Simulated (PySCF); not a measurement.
# InCl₃: electronic structure in real space

Aim: take InCl₃ and analyse its density (charges, bond critical points, surface potential), see where an electron leaves and enters and measure its response to a uniform field.

Computed with PySCF 2.14.0. Level: levels as typed in each script, gas phase, geometry from GFN2-xTB.

### Step 1. The starting structure

SMILES `Cl[In](Cl)Cl`, 4 atoms, charge 0, spin multiplicity 1.

Bond lengths: Cl1–In2 2.297 Å, In2–Cl3 2.296 Å, In2–Cl4 2.296 Å. Angles: Cl1–In2–Cl3 120.0°, Cl1–In2–Cl4 120.0°, Cl3–In2–Cl4 120.0°.

As a file:

```mol
Cl3In
  3D, bonds by distance, orders not assigned

  4  3  0  0  0  0  0  0  0  0999 V2000
    1.7144   -1.5280    0.0000 Cl  0  0
   -0.0003    0.0000    0.0000 In  0  0
    0.4666    2.2484    0.0000 Cl  0  0
   -2.1800   -0.7204    0.0000 Cl  0  0
  1  2  8  0
  2  3  8  0
  2  4  8  0
M  END
```

### Step 2. Density, bond paths and surface potential (wB97X/def2-tzvp)

The input, input.py:

```python
import numpy as np
from pyscf import gto, scf, dft
from pyscf.scf import atom_ks, atom_hf
from scipy.linalg import block_diag

def solve(mol, dm0=None, hcore=None):
    mf = (dft.UKS if mol.spin else dft.RKS)(mol, xc='wb97x')
    mf.grids.level = 3
    mf = mf.density_fit(auxbasis='def2-universal-jkfit')
    mf.conv_tol, mf.max_cycle = 1e-8, 80
    if hcore is not None:
        mf.get_hcore = lambda *args: hcore
    mf.kernel(dm0)
    if not mf.converged:
        mf = mf.newton().run(mf.mo_coeff, mf.mo_occ, max_cycle=30)
    assert mf.converged, 'SCF not converged'
    return mf

mol = gto.M(atom='''
Cl     1.71436    -1.52801     0.00000
In    -0.00032     0.00000     0.00000
Cl     0.46657     2.24843     0.00000
Cl    -2.18002    -0.72041     0.00000
''', basis='def2-tzvp', ecp={'In': 'def2-tzvp'}, charge=0, spin=0, verbose=4)
mf = solve(mol)
mf.analyze()
# spherically averaged free atoms, for the promolecule
atom_ks.AtomSphAverageRKS.init_guess_by_vsap = lambda self, mol=None: self.init_guess_by_minao(mol)  # core potentials
atm = atom_ks.get_atm_nrks(mol, xc='wb97x')
pro = block_diag(*[(atm[a[0]][2] * atm[a[0]][3]) @ atm[a[0]][2].T for a in mol._atom])
np.savez('result.npz', e=mf.e_tot, c=mf.mo_coeff, occ=mf.mo_occ, eps=mf.mo_energy, pro=pro, dip=mf.dip_moment(verbose=0), s2=mf.spin_square()[0])
```

Started as:

```console
$ OMP_NUM_THREADS=1 python input.py
```

### Step 4. Removing and adding an electron (wB97X/def2-tzvp)

Edit input.py of step 2 so:

```diff
@@ -25,3 +25,12 @@
 mf = solve(mol)
-mf.analyze()
+out = dict(e0=mf.e_tot, dm0=mf.make_rdm1(), c=mf.mo_coeff, occ=mf.mo_occ, eps=mf.mo_energy)
+for name, dq, spin in [('cation', 1, 1)]:
+    ion = mol.copy().set(charge=mol.charge + dq, spin=spin).build()
+    mi = solve(ion)
+    if spin and dq > 0 and mol.nao < 130:
+        c, _, stable, _ = mi.stability(return_status=True)
+        if not stable:
+            mi = solve(ion, mi.make_rdm1(c, mi.mo_occ))
+    print(name, 'vertical energy change / eV', (mi.e_tot - mf.e_tot) * 27.211386)
+    out.update({'e_' + name: mi.e_tot, 'dm_' + name: mi.make_rdm1(), 's2_' + name: mi.spin_square()[0], 'eps_' + name: mi.mo_energy, 'occ_' + name: mi.mo_occ})
 # spherically averaged free atoms, for the promolecule
@@ -30,2 +39,2 @@
 pro = block_diag(*[(atm[a[0]][2] * atm[a[0]][3]) @ atm[a[0]][2].T for a in mol._atom])
-np.savez('result.npz', e=mf.e_tot, c=mf.mo_coeff, occ=mf.mo_occ, eps=mf.mo_energy, pro=pro, dip=mf.dip_moment(verbose=0), s2=mf.spin_square()[0])
+np.savez('result.npz', pro=pro, **out)
```

### Step 5. Response to an electric field (wB97X/def2-tzvp)

The input, input.py:

```python
import numpy as np
from pyscf import gto, scf, dft
from pyscf.scf import atom_ks, atom_hf
from scipy.linalg import block_diag

def solve(mol, dm0=None, hcore=None):
    mf = (dft.UKS if mol.spin else dft.RKS)(mol, xc='wb97x')
    mf.grids.level = 3
    mf = mf.density_fit(auxbasis='def2-universal-jkfit')
    mf.conv_tol, mf.max_cycle = 1e-8, 80
    if hcore is not None:
        mf.get_hcore = lambda *args: hcore
    mf.kernel(dm0)
    if not mf.converged:
        mf = mf.newton().run(mf.mo_coeff, mf.mo_occ, max_cycle=30)
    assert mf.converged, 'SCF not converged'
    return mf

mol = gto.M(atom='''
Cl     1.71436    -1.52801     0.00000
In    -0.00032     0.00000     0.00000
Cl     0.46657     2.24843     0.00000
Cl    -2.18002    -0.72041     0.00000
''', basis='def2-tzvp', ecp={'In': 'def2-tzvp'}, charge=0, spin=0, verbose=4)
field = np.array([0.004, 0.0, 0.0])  # atomic units
mol.set_common_orig(mol.atom_charges() @ mol.atom_coords() / mol.atom_charges().sum())
mf = solve(mol)
out = dict(dm0=mf.make_rdm1(), d0=mf.dip_moment(unit='AU'), e0=mf.e_tot)
for name, sign in (('p', 1), ('m', -1)):
    h = mf.get_hcore() + sign * np.einsum('x,xij->ij', field, mol.intor('int1e_r'))
    mi = solve(mol, mf.make_rdm1(), h)
    out.update({'dm' + name: mi.make_rdm1(), 'd' + name: mi.dip_moment(unit='AU'), 'e' + name: mi.e_tot})
# spherically averaged free atoms, for the promolecule
atom_ks.AtomSphAverageRKS.init_guess_by_vsap = lambda self, mol=None: self.init_guess_by_minao(mol)  # core potentials
atm = atom_ks.get_atm_nrks(mol, xc='wb97x')
pro = block_diag(*[(atm[a[0]][2] * atm[a[0]][3]) @ atm[a[0]][2].T for a in mol._atom])
np.savez('result.npz', pro=pro, **out)
```

(Steps that only read results are left out.)

**Question.** What will these runs give? Wanted: dipole moment; HOMO, LUMO; polarisability along the field.

The runs gave:

```
                                        quantity             value
                 dipole moment (wB97X/def2-tzvp)            0.01 D
                    HOMO, LUMO (wB97X/def2-tzvp)  -11.94, -0.94 eV
polarisability along the field (wB97X/def2-tzvp)        78.3 bohr³
```

What this shows: At wB97X/def2-tzvp: The highest Hirshfeld charge is on In2 (+0.64 e), the lowest on Cl1, Cl3 and Cl4 (−0.21 e). All values hold at the given geometry, in the gas phase.
